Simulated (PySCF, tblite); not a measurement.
# C₃H₁₂B₃N₃O: geometry, infrared bands and NMR shifts

What infrared bands and NMR shifts should C₃H₁₂B₃N₃O (`CCN1BNB(OC)NB1`) show?

The runs use tblite 0.8.0 and PySCF 2.14.0, with density-fitted response routines of our own; the level of theory stands in each step. All values are computed, except where a source is named. Atoms are numbered from 0 throughout.

## 1. Starting geometry

22 atoms, charge 0, multiplicity 1; geometry from: force field or distance geometry start.

Bonds of the start (Å): C0–C1 1.48, C1–N2 1.42, N2–B3 1.48, B3–N4 1.52, N4–B5 1.53, B5–O6 1.48, O6–C7 1.37, B5–N8 1.52, N8–B9 1.54, B9–N2 1.51, C0–H10 1.09, C0–H11 1.09, C0–H12 1.14, C1–H13 1.13, C1–H14 1.11, B3–H15 1.20, N4–H16 1.06, C7–H17 1.11, C7–H18 1.09, C7–H19 1.13, N8–H20 1.05, B9–H21 1.19.

## 2. Geometry optimisation with GFN2-xTB

What the job is given:

```
{"job": {"kind": "relax", "xc": "GFN2-xTB", "basis": "xTB"}, "charge": 0, "multiplicity": 1}
C     -3.342800     0.417500     0.229400
C     -2.462700    -0.706000    -0.145000
N     -1.055400    -0.539000     0.003600
B     -0.514600    -0.217000     1.341000
N      0.996700    -0.177400     1.514800
B      1.715500     0.258900     0.240500
O      3.139400     0.619700     0.395400
C      3.937500     0.264300    -0.657800
N      1.119000     0.147200    -1.154800
B     -0.401000     0.348600    -1.021600
H     -3.164100     1.296400    -0.395000
H     -3.376800     0.705400     1.285200
H     -4.414500     0.098800     0.009800
H     -2.754900    -1.621400     0.448400
H     -2.698600    -0.984800    -1.196200
H     -1.158700     0.194400     2.260700
H      1.295200    -1.168200     1.725500
H      4.552000     1.135200    -0.968000
H      3.412700    -0.189700    -1.500700
H      4.705900    -0.475300    -0.279800
H      1.242900    -0.856800    -1.431200
H     -0.783200     1.468500    -1.106000
```

Run with:

```bash
$ OMP_NUM_THREADS=1 python probes_run.py task.json out
```

This one command runs all jobs of the session in turn.

**Question.** This job is followed by: GFN2-xTB harmonic vibrations, gas phase; GIAO PBE0/pcSseg-1 NMR shielding, non-relativistic, gas phase. What will the session give for the following? strongest single infrared mode (GFN2-xTB); zero-point energy (GFN2-xTB); 13C shifts against TMS (PBE0/pcSseg-1); 1H shifts against TMS (PBE0/pcSseg-1, means over atoms taken as alike); 15N shifts against NH3 (PBE0/pcSseg-1, means over atoms taken as alike); 11B shifts against BF3·OEt2 (PBE0/pcSseg-1, means over atoms taken as alike); 17O shifts against H2O (PBE0/pcSseg-1).

As calculated:

| quantity | value |
| --- | --- |
| strongest single infrared mode (GFN2-xTB) | 1423 cm⁻¹, 839 km/mol |
| zero-point energy (GFN2-xTB) | 111.3 kcal/mol |
| 13C shifts against TMS (PBE0/pcSseg-1) | 52.9, 51.0, 24.9 ppm |
| 1H shifts against TMS (PBE0/pcSseg-1, means over atoms taken as alike) | 4.85, 4.73, 3.88, 3.45, 1.10 ppm |
| 15N shifts against NH3 (PBE0/pcSseg-1, means over atoms taken as alike) | 161.8, 121.9 ppm |
| 11B shifts against BF3·OEt2 (PBE0/pcSseg-1, means over atoms taken as alike) | 29.0, 21.2 ppm |
| 17O shifts against H2O (PBE0/pcSseg-1) | 64.7 ppm |

Relaxing lowered the energy by 4.365 eV in 131 steps; the close pair that moved most is N8–B9, from 1.539 to 1.416 Å. No mode is imaginary among the 60: a minimum at this level. The strongest single mode, at 1423 cm⁻¹, has its largest shares on N4, B9, B3 and B5 (the list is cut at 4 atoms). Unscaled tight-binding wavenumbers are off by several per cent, some by more. Its intensities can rank the bands wrongly. The most deshielded carbon is C7 (methyl carbon bonded to O), at 52.9 ppm: pulled downfield by the heteroatom. At PBE0/pcSseg-1: The widest tensor belongs to N2: span 271 ppm, with a paramagnetic part of -225 ppm.
